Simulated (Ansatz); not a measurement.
# Hf: the cost of one run

Method: DFT r2SCAN, scalar-relativistic, plane waves, PAW, in Ansatz 0.2.0.

1 further run of the same task is left out (for a known fault of the program).

## Step 1: The structure to begin with

Symmetry: P6_3mc, No. 186, hexagonal system. The conventional cell has a = 3.078 Å, b = 3.078 Å, c = 15.107 Å, α = 90.00°, β = 90.00°, γ = 120.00°. Si (site symmetry 3m) has 4 C at 1.88 to 1.89 Å as nearest neighbours. Si (site symmetry 3m) has 4 C at 1.89 Å as nearest neighbours. C (site symmetry 3m) has 4 Si at 1.88 to 1.89 Å as nearest neighbours. Around C (site symmetry 3m) lie 4 Si at 1.89 Å.

Structure file:

```cif
data_structure
_symmetry_space_group_name_H-M 'P 1'
_symmetry_Int_Tables_number 1
_cell_length_a 3.0785
_cell_length_b 3.0785
_cell_length_c 15.1069
_cell_angle_alpha 90.000
_cell_angle_beta 90.000
_cell_angle_gamma 120.000
_cell_volume 123.99
loop_
_atom_site_label
_atom_site_type_symbol
_atom_site_fract_x
_atom_site_fract_y
_atom_site_fract_z
_atom_site_occupancy
Si1 Si 0.33333 0.66667 0.83299 1
Si2 Si 0.66667 0.33333 0.33299 1
Si3 Si 0.66667 0.33333 0.66650 1
Si4 Si 0.33333 0.66667 0.16650 1
Si5 Si 0.00000 0.00000 0.49972 1
Si6 Si 0.00000 0.00000 0.99972 1
C1 C 0.00000 0.00000 0.87437 1
C2 C 0.00000 0.00000 0.37437 1
C3 C 0.33333 0.66667 0.70800 1
C4 C 0.66667 0.33333 0.20800 1
C5 C 0.66667 0.33333 0.54153 1
C6 C 0.33333 0.66667 0.04153 1
```

It goes back to an entry of the Materials Project.

It is the result of an earlier relaxation at this level (volume 10.33 Å³/atom; gap on the mesh: 2.39 eV).

## Step 2: The film's bulk: Hf

Symmetry: P6_3/mmc, No. 194, hexagonal system. Conventional cell: a = 3.192 Å, b = 3.192 Å, c = 5.045 Å, α = 90.00°, β = 90.00°, γ = 120.00°. Hf (site symmetry -6m2) has 12 Hf at 3.12 to 3.19 Å as nearest neighbours.

## Step 3: A first look at the start (Hf)

input.yaml reads:

```yaml
crystal:
  lattice:
    - [3.19238463, 0.0, 0.0]
    - [-1.59619232, 2.76468619, 0.0]
    - [0.0, 0.0, 5.04504164]
  atoms:
    - { symbol: Hf, position: [0.33333333, 0.66666667, 0.25] }
    - { symbol: Hf, position: [0.66666667, 0.33333333, 0.75] }
basis:
  ecutwfc: 500
kpoints:
  mp_grid: { grid: [6, 6, 4] }
hamiltonian:
  xc: r2scan
scf:
  occupations: { method: gaussian, width: 0.1 }
output:
  forces: true
  stress: true
  eigenvalues: true
```

Command:

```sh
$ ansatz run input.yaml --threads 8 --pin off --max-ram 20480MiB --backend cpu --events-out ev --progress --plain --runs-dir out
```

**Question.** How long does this run take on 8 threads of Intel Xeon at 2.70GHz, shared host, and how much memory does it need?

About 1.7 s, with a peak of 0.48 GiB.
